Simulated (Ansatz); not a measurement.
# Ge16H: the cost of one run

Program: Ansatz 0.2.0. Level of theory: DFT PBE+D3(BJ), plane waves, PAW, scalar-relativistic, no spin polarisation. These are calculated values, not measurements.

### Step 1. The system as given

The cell holds 17 atoms (Ge16H): a = 8.004 Å, b = 8.004 Å, c = 8.004 Å, α = 60.00°, β = 60.00°, γ = 60.00°.

The coordinates stand in the first input below.

### Step 2. Relaxing the start

The input, input.yaml:

```yaml
crystal:
  lattice:
    - [0.0, 5.66, 5.66]
    - [5.66, 0.0, 5.66]
    - [5.66, 5.66, 0.0]
  atoms:
    - { symbol: Ge, position: [0.0, 0.0, 0.0] }
    - { symbol: Ge, position: [0.125, 0.125, 0.125] }
    - { symbol: Ge, position: [0.0, 0.0, 0.5] }
    - { symbol: Ge, position: [0.125, 0.125, 0.625] }
    - { symbol: Ge, position: [0.0, 0.5, 0.0] }
    - { symbol: Ge, position: [0.125, 0.625, 0.125] }
    - { symbol: Ge, position: [0.0, 0.5, 0.5] }
    - { symbol: Ge, position: [0.125, 0.625, 0.625] }
    - { symbol: Ge, position: [0.5, 0.0, 0.0] }
    - { symbol: Ge, position: [0.625, 0.125, 0.125] }
    - { symbol: Ge, position: [0.5, 0.0, 0.5] }
    - { symbol: Ge, position: [0.625, 0.125, 0.625] }
    - { symbol: Ge, position: [0.5, 0.5, 0.0] }
    - { symbol: Ge, position: [0.625, 0.625, 0.125] }
    - { symbol: Ge, position: [0.5, 0.5, 0.5] }
    - { symbol: Ge, position: [0.625, 0.625, 0.625] }
    - { symbol: H, position: [0.2512578, 0.2594233, 0.2473825] }
basis:
  ecutwfc: 420.0
kpoints:
  mp_grid: { grid: [2, 2, 2] }
hamiltonian:
  xc: pbe
  dispersion: d3bj
  pseudopotentials: { kind: paw, azcp: { folder: soft_1 } }
scf:
  occupations: { method: fermi_dirac, width: 0.05 }
  lower_state_search: "off"
relax:
  f_tol: 0.08
  max_steps: 25
  adjacent_minimum: "off"
```

On the command line:

```sh
ansatz run input.yaml --threads 2 --pin off --max-ram 5120MiB --backend cpu --events-out ev --progress --plain --runs-dir out
```

Q: Estimate wall time and peak memory on 2 threads of Arm Neoverse N1, shared host.

About 3.7 min, with a peak of 0.99 GiB.
